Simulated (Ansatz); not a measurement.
# HfB2: further runs on the relaxed cell

An exercise on one series of results from a longer session: the logs are not shown, and one member is left open.

Computed with Ansatz 0.2.0 (DFT PBEsol, scalar-relativistic, plane waves, PAW, unless a step's input says otherwise).

1 further run of the same task is left out (set aside as unsound or not needed).

## The system as given

The structure is hexagonal, space group P6/mmm (No. 191). The conventional cell has a = 3.128 Å, b = 3.128 Å, c = 3.446 Å, α = 90.00°, β = 90.00°, γ = 120.00°. Hf (site symmetry 6/mmm) is surrounded by 12 B at 2.50 Å. B (site symmetry -6m2) has 3 B at 1.81 Å and 6 Hf at 2.50 Å as nearest neighbours.

As a file:

```xyz
3
Lattice="3.1277 0.0000 0.0000 -1.5639 2.7087 0.0000 0.0000 0.0000 3.4463" Properties=species:S:1:pos:R:3 pbc="T T T"
Hf    0.0000    0.0000    0.0000
B     0.0000    1.8058    1.7232
B     1.5639    0.9029    1.7232
```

It is the result of an earlier relaxation at this level (volume 9.73 Å³/atom; gap on the mesh: none (metal)).

Set-up of the first run:

Contents of input.yaml:

```yaml
crystal:
  lattice:
    - [3.1277231059, 0.0, 0.0]
    - [-1.563861553, 2.7086876657, 0.0]
    - [0.0, 0.0, 3.446336702]
  atoms:
    - { symbol: Hf, position: [0.0, 0.0, 0.0] }
    - { symbol: B, position: [0.3333333333, 0.6666666667, 0.5] }
    - { symbol: B, position: [0.6666666667, 0.3333333333, 0.5] }
basis:
  ecutwfc: 420
kpoints:
  mp_grid: { grid: [18, 18, 12] }
  band_path:
    path:
      - [[0.0, 0.0, 0.0], [0.5, 0.0, 0.0], [0.33333333, 0.33333333, 0.0], [0.0, 0.0, 0.0], [0.0, 0.0, 0.5], [0.5, 0.0, 0.5], [0.33333333, 0.33333333, 0.5], [0.0, 0.0, 0.5]]
      - [[0.5, 0.0, 0.5], [0.5, 0.0, 0.0]]
      - [[0.33333333, 0.33333333, 0.5], [0.33333333, 0.33333333, 0.0]]
    npoints: 14
hamiltonian:
  xc: pbesol
scf:
  occupations: { method: gaussian, width: 0.1 }
  n_extra_bands: 7
output:
  forces: true
  stress: true
  eigenvalues: true
  populations: true
  dos: { projected: true, de: 0.02, nscf_kmesh: { grid: [27, 27, 18] } }
  bader: true
  write_density: true
  write_potential: true
  elf: true
  volumetric_format: npy
```

The run is started by

```console
$ ansatz run input.yaml --threads 1 --pin off --max-ram 2560MiB --backend cpu --events-out ev --progress --plain --runs-dir out
```

Among the steps run: Bands, states and charges; The cell scaled to 0.97 of its volume; Point at V/V0 = 1.03; Volume × 0.94; The cell scaled to 1.06 of its volume.

One table of the session follows, with a row left open; its other results are not shown here.

It belongs to the step «Equation of state». 

```
volume (Å³/atom)  energy above the lowest point (meV/atom)  pressure (GPa)
           9.149                                      31.4           18.14
           9.441                                       7.4            8.38
           9.732                                       0.0           -0.04
          10.024                                         ?               ?
          10.316                                      26.0          -13.58
```

Q: Estimate the row for volume (Å³/atom) = 10.024 from the others.

Worked estimate for «energy above the lowest point (meV/atom)». A straight line through the neighbours (9.732, 0.0) and (10.316, 26.0) gives 0.0 + (26.0 − 0.0) × (10.024 − 9.732) / (10.316 − 9.732) = 13.0; a parabola fitted to 3 rows on both sides gives 6.2.

As computed: energy above the lowest point (meV/atom): 6.9; pressure (GPa): -7.31. In «energy above the lowest point (meV/atom)» the line misses by +6.1 and the parabola by -0.7.
